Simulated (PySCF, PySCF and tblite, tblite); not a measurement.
# C₅H₇FO₃: telling isomers apart by computed NMR, part 3 of 3

PySCF and tblite. Atoms count from 0. The steps go on from the part before.

### Step 14. Shieldings, isomer A, conformer 1: B3LYP/pcSseg-1

What the job is given:

```
{"job": {"xc": "B3LYP", "basis": "pcSseg-1", "kind": "nmr", "pop": false}, "charge": 0, "multiplicity": 1}
C     -1.206360    -1.475767    -0.069797
C     -0.469571    -0.428720     0.719068
O     -1.379904     0.490130     1.313137
C     -0.878861     1.733550     1.266230
O     -1.348483     2.691633     1.776268
O      0.279497     1.728270     0.548052
C      0.444666     0.500948    -0.094571
C      1.895781     0.127629    -0.181353
F     -0.055715     0.629430    -1.365229
H     -0.494730    -2.175940    -0.530865
H     -1.800950    -1.004526    -0.862983
H     -1.873266    -2.044924     0.591774
H      0.123533    -0.887254     1.529716
H      2.427924     0.890265    -0.765415
H      2.004053    -0.843392    -0.683758
H      2.338482     0.071784     0.821642
```

Standard output:

```text
coarse grid: 14120 points
cycle   1  E = -519.8698303197  dE =  1.700e+00  |g| = 1.247e+00  |ddm| = 3.543e+00
cycle   2  E = -519.2335989727  dE =  6.362e-01  |g| = 2.266e+00  |ddm| = 2.099e+00
cycle   3  E = -520.1138330000  dE = -8.802e-01  |g| = 3.944e-01  |ddm| = 1.532e+00
cycle   4  E = -520.1412117948  dE = -2.738e-02  |g| = 1.098e-01  |ddm| = 2.950e-01
cycle   5  E = -520.1429769243  dE = -1.765e-03  |g| = 2.974e-02  |ddm| = 6.598e-02
cycle   6  E = -520.1431705170  dE = -1.936e-04  |g| = 7.648e-03  |ddm| = 2.444e-02
cycle   7  E = -520.1431803788  dE = -9.862e-06  |g| = 2.954e-03  |ddm| = 5.834e-03
final grid: 138872 points
cycle   8  E = -520.2482699785  dE = -3.829e-05  |g| = 1.032e-02  |ddm| = 2.442e-02
cycle   9  E = -520.2482364300  dE =  3.355e-05  |g| = 1.731e-02  |ddm| = 1.739e-02
cycle  10  E = -520.2482888361  dE = -5.241e-05  |g| = 1.918e-03  |ddm| = 1.107e-02
cycle  11  E = -520.2482895117  dE = -6.756e-07  |g| = 3.744e-04  |ddm| = 1.317e-03
cycle  12  E = -520.2482895288  dE = -1.712e-08  |g| = 1.939e-04  |ddm| = 3.212e-04
cycle  13  E = -520.2482895357  dE = -6.906e-09  |g| = 4.312e-05  |ddm| = 1.386e-04
cycle  14  E = -520.2482895361  dE = -3.083e-10  |g| = 1.336e-05  |ddm| = 3.513e-05
converged SCF energy = -520.2482895361

GIAO shielding tensors (ppm)
atom      isotropic    diamagn.    paramagn.     s11        s22        s33       span
  0 C      164.640     246.192     -81.552    153.611    162.448    177.862     24.251
  1 C       97.286     251.517    -154.231     71.616     90.228    130.016     58.400
  2 O      151.061     400.290    -249.229     30.367    163.104    259.713    229.345
  3 C       24.278     248.314    -224.036    -71.184     25.285    118.732    189.916
  4 O       20.366     395.829    -375.463   -142.677    -93.511    297.286    439.963
  5 O      106.929     402.246    -295.317     22.099    133.336    165.351    143.252
  6 C       63.081     244.573    -181.493     50.702     53.626     84.914     34.213
  7 C      156.814     248.162     -91.348    135.509    153.925    181.009     45.500
  8 F      308.708     479.034    -170.326    218.055    338.646    369.424    151.368
  9 H       30.340      29.964       0.376     25.798     28.739     36.483     10.684
 10 H       29.751      30.110      -0.358     25.554     29.035     34.666      9.112
 11 H       29.758      27.899       1.858     25.502     27.416     36.354     10.852
 12 H       27.466      32.388      -4.922     25.401     26.371     30.626      5.225
 13 H       29.316      28.206       1.111     25.675     27.135     35.138      9.462
 14 H       29.920      30.182      -0.262     25.862     28.711     35.186      9.324
 15 H       30.256      29.745       0.511     26.429     28.143     36.196      9.767
```

It took 34 s on 1 thread of Intel Xeon, shared host; peak memory 1.1 GiB.

In short: HOMO -8.53 eV, LUMO 0.29 eV; dipole 5.48 D.

### Step 15. The ensemble, isomer A: properties at B3LYP/pcSseg-1

What the job is given:

```
{"job": {"study": "conf", "smiles": "C[C@@H]1OC(=O)O[C@]1(C)F", "search": {"seed": 155, "n_embed": 45, "ff_keep": 10, "window": 2.5, "nmax": 4, "temps": [250, 298.15, 350], "t_ref": 298.15, "order": 0.002, "geom": true}, "level": {"nmr": {"xc": "B3LYP", "basis": "pcSseg-1"}, "change": "B3LYP/pcSseg-1"}, "kind": "conf"}, "charge": 0, "multiplicity": 1}
C     -1.206360    -1.475767    -0.069797
C     -0.469571    -0.428720     0.719068
O     -1.379904     0.490130     1.313137
C     -0.878861     1.733550     1.266230
O     -1.348483     2.691633     1.776268
O      0.279497     1.728270     0.548052
C      0.444666     0.500948    -0.094571
C      1.895781     0.127629    -0.181353
F     -0.055715     0.629430    -1.365229
H     -0.494730    -2.175940    -0.530865
H     -1.800950    -1.004526    -0.862983
H     -1.873266    -2.044924     0.591774
H      0.123533    -0.887254     1.529716
H      2.427924     0.890265    -0.765415
H      2.004053    -0.843392    -0.683758
H      2.338482     0.071784     0.821642
```

Standard output:

```text
conformer  sym    E(xTB)   E(DFT)   G(298.15 K)  weight  dipole/D
    1     C1      0.000    0.000    0.000   1.0000    5.476

mean shielding (ppm) by class
class atoms           250 K   298.15 K      350 K
  0 C  0             164.64     164.64     164.64
  1 C  1             97.286     97.286     97.286
  2 O  2            151.061    151.061    151.061
  3 C  3             24.278     24.278     24.278
  4 O  4             20.366     20.366     20.366
  5 O  5            106.929    106.929    106.929
  6 C  6             63.081     63.081     63.081
  7 C  7            156.814    156.814    156.814
  8 F  8            308.708    308.708    308.708
  9 H  9,10,11        29.95      29.95      29.95
 10 H  12            27.466     27.466     27.466
 11 H  13,14,15      29.831     29.831     29.831
```

It took 34 s on 1 thread of Intel Xeon, shared host. This counts the runs that the step sums up.

Against the first level, at 298 K (shifts, ppm; largest changes first):

```csv
atoms,PBE0/pcSseg-1 in chloroform,B3LYP/pcSseg-1,change
O4,295.0,313.7,+18.7
O2,187.8,183.0,-4.9
F8,-133.2,-136.8,-3.6
O5,230.2,227.1,-3.0
C3,157.6,155.0,-2.6
C7,22.0,22.4,+0.4
C0,14.2,14.6,+0.4
H12,4.27,3.92,-0.35
C1,81.6,81.9,+0.3
"H13, H14, H15",1.70,1.55,-0.15
```

Weights: from PBE0/def2-SVPD in chloroform energies 1: 100 %; from B3LYP/pcSseg-1 energies 1: 100 % (with a dispersion term where the level has one and the same thermal terms, so they don't follow from the SCF energies alone). Times: 2.3 min and 34 s.

### Step 16. The test of assignment

What the job is given:

```
{"job": {"study": "set", "relation": "diastereomers", "members": [{"smiles": "[CH3:1][C@@H:2]1[O:3][C:4](=[O:5])[O:6][C@:7]1([CH3:8])[F:9]"}, {"smiles": "[CH3:1][C@H:2]1[O:3][C:4](=[O:5])[O:6][C@:7]1([CH3:8])[F:9]"}], "charge": 0, "search": {"seed": 155, "n_embed": 45, "ff_keep": 10, "window": 2.5, "nmax": 4, "temps": [250, 298.15, 350], "t_ref": 298.15, "order": 0.002, "geom": true}, "level": {"nmr": {"xc": "PBE0", "basis": "pcSseg-1", "solvent": "chloroform"}, "sp": {"xc": "PBE0", "basis": "def2-SVPD", "solvent": "chloroform"}, "j": {"xc": "B3LYP", "basis": {"default": "6-31G*", "H": "pcJ-1", "F": "pcJ-1"}, "nuclei": ["H", "F", "P", "Si", "B"], "top": 4}}, "dp4": {"C": [2.0, 10], "H": [0.2, 10]}, "second_levels": [{"nmr": {"xc": "B3LYP", "basis": "pcSseg-1"}, "wide": true, "change": "B3LYP/pcSseg-1"}], "kind": "set"}, "charge": 0, "multiplicity": 1}
C     -1.206360    -1.475767    -0.069797
C     -0.469571    -0.428720     0.719068
O     -1.379904     0.490130     1.313137
C     -0.878861     1.733550     1.266230
O     -1.348483     2.691633     1.776268
O      0.279497     1.728270     0.548052
C      0.444666     0.500948    -0.094571
C      1.895781     0.127629    -0.181353
F     -0.055715     0.629430    -1.365229
H     -0.494730    -2.175940    -0.530865
H     -1.800950    -1.004526    -0.862983
H     -1.873266    -2.044924     0.591774
H      0.123533    -0.887254     1.529716
H      2.427924     0.890265    -0.765415
H      2.004053    -0.843392    -0.683758
H      2.338482     0.071784     0.821642
```

Standard output:

```text
isomer  G rel   conformers  SMILES
A     0.000      1   C[C@@H]1OC(=O)O[C@]1(C)F
B     0.396      1   C[C@H]1OC(=O)O[C@]1(C)F

signals of isomer A at the second level: probabilities [0.9981, 0.0019]
```

Wall time 9.6 min (1 thread of Intel Xeon, shared host); peak memory 1.1 GiB. This counts the whole study up to here.

The 2 candidates (diastereomers), with energies and dipoles from their ensembles above, at 298 K; shieldings at PBE0/pcSseg-1 in chloroform:

```csv
isomer,SMILES,conformers,ΔE,ΔG,μ rms (D)
A,C[C@@H]1OC(=O)O[C@]1(C)F,1,0.00,0.00,6.65
B,C[C@H]1OC(=O)O[C@]1(C)F,1,0.17,0.40,6.79
```

Energies in kcal/mol.

The signals of isomer A, computed at a second level (B3LYP/pcSseg-1), stand in for a spectrum. The test takes 5 C values, 3 H values (hydrogens on carbon alone). Each candidate's shieldings are matched to them by assigned atoms (like hydrogens of one group may swap) by a straight-line fit, or by a shift alone where signals are few or close (slope 1; a small slope inflates the errors), and the errors are weighed by Student-t tails (C: width 2.0 ppm, H: width 0.2 ppm).

```csv
candidate,C slope,C mean error,C largest,H slope,H mean error,H largest,P(C),P(H),P(all)
A,1.02,0.7,1.0,1.00,0.10,0.16,94.8,96.6,99.8
B,1.02,1.5,3.2,1.00,0.26,0.40,5.2,3.4,0.2
```

Errors in ppm, probabilities in per cent.

### Step 17. Outcome

The summary covers parts 1 to 3.

| quantity | value |
| --- | --- |
| conformers, isomer A | 1; the first in weight is no. 1 (C1), 100 % at 298 K |
| root-mean-square dipole, isomer A | 6.65 D |
| averaged 13C shifts, isomer A (PBE0/pcSseg-1 in chloroform) | 157.6, 116.1, 81.6, 22.0, 14.2 ppm |
| averaged 1H shifts, isomer A (PBE0/pcSseg-1 in chloroform) | 4.27, 1.70, 1.51 ppm |
| averaged 19F shifts, isomer A (PBE0/pcSseg-1 in chloroform) | -133.2 ppm |
| conformers, isomer B | 1; the first in weight is no. 1 (C1), 100 % at 298 K |
| root-mean-square dipole, isomer B | 6.79 D |
| averaged 13C shifts, isomer B (PBE0/pcSseg-1 in chloroform) | 158.0, 117.8, 82.6, 19.4, 17.8 ppm |
| averaged 1H shifts, isomer B (PBE0/pcSseg-1 in chloroform) | 4.49, 1.65, 1.30 ppm |
| averaged 19F shifts, isomer B (PBE0/pcSseg-1 in chloroform) | -107.8 ppm |
| lowest in free energy | A, B, within 0.5 kcal/mol of one another |
| signals of A (B3LYP/pcSseg-1) | best fit A, 100 % |

In words: The search found one conformer for isomer A in the window, so the averages are its own values. The search found one conformer for isomer B in the window, so the averages are its own values. Between PBE0/pcSseg-1 in chloroform and B3LYP/pcSseg-1, O4 of isomer A changes most, by 18.7 ppm. The test names the right isomer, A, with 100 %. The stand-in spectrum is computed, so it shares geometries and errors with the candidates; a measured one would test harder.
